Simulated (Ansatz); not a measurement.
The system is YbB2.

```
Yb B
1.0
     3.25030    0.00000    0.00000
    -1.62515    2.81484    0.00000
     0.00000    0.00000    3.73150
Yb B
1 2
Direct
  0.00000 0.00000 0.00000
  0.66667 0.33333 0.50000
  0.33333 0.66667 0.50000
```

Base run:

- Program: Ansatz 0.2.0
- Functional: PBE
- Potentials or basis: Ansatz PAW
- Cutoff: 420 eV (not typed: the program's choice for these potentials)
- k mesh: 8 × 8 × 6
- Occupations: fermi-dirac, width 0.05 eV
- Spin: collinear spin, ferromagnetic start
- Starting moments: [1.5, 0.0, 0.0] μB
- Fixed moment: 1.5 μB

Its results: pressure 0.7 GPa; site moments Yb +0.79; B +0.10 μB.

Task: The run is repeated on the same cell with these changes: fixed moment from 1.5 μB to 0.2 μB; moments at the start from [1.5, 0.0, 0.0] to [0.2, 0.0, 0.0]. What comes out?

Result: Pressure 2.3 GPa; site moments Yb +0.18; B +0.01 μB.

Caveats: the total moment is fixed, so each spin has its own Fermi level; the thresholds are loose for stress.
